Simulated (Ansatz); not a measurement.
# C3H9FTi: up Jacob's ladder to CCSD(T)

An exercise on one series of results from a longer session: the logs are not shown, and one member is left open.

The runs use Ansatz 0.2.0, Gaussian basis; functionals in def2-TZVPP, the program's frozen cores in correlated methods.

Levels to be run: LDA (SPW92), PBE-D4, revPBE-D4, BLYP-D4, r2SCAN-D4, B97M-V, PBE0-D4, B3LYP-D4, r2SCANh-D4, r2SCAN0-D4, HSE06-D4, BHLYP-D4, CAM-B3LYP-D4, LC-ωPBE, ωB97X-V, ωB97M-V, B2PLYP, PBE-QIDH; CCSD(T)/def2-SVP; CCSD(T)/def2-TZVPP; MP2/def2-QZVPP; extrapolation to the limit; RPA on PBE.

### The geometry

All runs share one geometry, relaxed beforehand with PBE0-D4 in a triple-zeta def2 set.

SMILES `[CH3][Ti]([CH3])([CH3])[F]`, 14 atoms, charge 0, spin multiplicity 1.

Atoms are counted from 1 here; the program's logs count them from 0.

Bond lengths: C1–Ti2 2.057 Å, C1–H6 1.096 Å, C1–H7 1.096 Å, C1–H8 1.095 Å, Ti2–C3 2.057 Å, Ti2–C4 2.057 Å, Ti2–F5 1.761 Å, C3–H9 1.095 Å, C3–H10 1.096 Å, C3–H11 1.096 Å, C4–H12 1.096 Å, C4–H13 1.095 Å, C4–H14 1.096 Å. Angles: Ti2–C1–H6 109.3°, Ti2–C1–H7 109.7°, Ti2–C1–H8 111.2°, H6–C1–H7 108.8°, H6–C1–H8 109.1°, H7–C1–H8 108.8°, C1–Ti2–C3 107.7°, C1–Ti2–C4 107.7°, C1–Ti2–F5 111.2°, C3–Ti2–C4 107.7°, C3–Ti2–F5 111.2°, C4–Ti2–F5 111.2°, Ti2–C3–H9 111.1°, Ti2–C3–H10 109.3°, Ti2–C3–H11 109.7°, H9–C3–H10 109.1°, H9–C3–H11 108.8°, H10–C3–H11 108.8° and more.

The first run:

File in.yaml:

```yaml
crystal:
  periodic: [false, false, false]
  atoms:
    - {symbol: C, position_ang: [-1.584972, 1.088356, -0.028030]}
    - {symbol: Ti, position_ang: [0.306815, 0.357022, -0.370151]}
    - {symbol: C, position_ang: [1.252000, 0.188339, 1.448905]}
    - {symbol: C, position_ang: [0.113797, -1.535298, -1.152956]}
    - {symbol: F, position_ang: [1.207451, 1.407199, -1.460133]}
    - {symbol: H, position_ang: [-2.201292, 0.301829, 0.422147]}
    - {symbol: H, position_ang: [-1.533267, 1.936249, 0.664254]}
    - {symbol: H, position_ang: [-2.054260, 1.421092, -0.959247]}
    - {symbol: H, position_ang: [1.590216, 1.164685, 1.810044]}
    - {symbol: H, position_ang: [0.557405, -0.242207, 2.179132]}
    - {symbol: H, position_ang: [2.120132, -0.473535, 1.354189]}
    - {symbol: H, position_ang: [-0.209959, -2.222583, -0.363185]}
    - {symbol: H, position_ang: [1.062802, -1.889317, -1.567746]}
    - {symbol: H, position_ang: [-0.639769, -1.531030, -1.948420]}
basis:
  gaussian: {orbitals: def2-TZVPP}
hamiltonian: {xc: lda}
output: {orbitals: {seedname: orbitals}}
```

Started as:

```sh
ansatz run in.yaml --threads 8 --pin off --events-out ev --progress --plain --max-ram 18278MiB
```

Among the steps run: LDA; PBE-D4 (GGA); revPBE-D4 (GGA); BLYP-D4 (GGA); r2SCAN-D4 (meta-GGA); B97M-V (meta-GGA); B3LYP-D4 (hybrid); r2SCANh-D4 (hybrid); r2SCAN0-D4 (hybrid); HSE06-D4 (hybrid); BHLYP-D4 (hybrid); CAM-B3LYP-D4 (range-separated); LC-ωPBE (range-separated); ωB97X-V (range-separated); ωB97M-V (range-separated); B2PLYP (double hybrid); PBE-QIDH (double hybrid).

One table of the session follows, with a row left open; its other results are not shown here.

It belongs to the step «Frontier levels by functional». 

| functional | HOMO (eV) | LUMO (eV) | gap (eV) |
| --- | --- | --- | --- |
| LDA (SPW92) | -6.60 | -3.22 | 3.38 |
| PBE-D4 | -6.48 | -2.94 | 3.54 |
| revPBE-D4 | -6.43 | -2.84 | 3.59 |
| BLYP-D4 | -6.37 | -2.83 | 3.54 |
| r2SCAN-D4 | -6.79 | -2.71 | 4.08 |
| B97M-V | -6.90 | -2.64 | 4.25 |
| PBE0-D4 | -7.91 | -1.68 | 6.23 |
| B3LYP-D4 | -7.68 | -2.00 | 5.68 |
| r2SCANh-D4 | -7.32 | -2.24 | 5.08 |
| r2SCAN0-D4 | -8.11 | -1.54 | 6.57 |
| HSE06-D4 | -7.50 | -2.07 | 5.43 |
| BHLYP-D4 | -9.23 | -0.32 | 8.92 |
| CAM-B3LYP-D4 | -9.37 | -0.51 | 8.86 |
| LC-ωPBE | ? | ? | ? |
| ωB97X-V | -10.42 | 0.66 | 11.07 |
| ωB97M-V | -10.30 | 0.62 | 10.92 |

**Question.** Estimate the row for LC-ωPBE.

The run gave: HOMO (eV): -10.79; LUMO (eV): 0.69; gap (eV): 11.48. In the column «HOMO (eV)» it is the lowest.
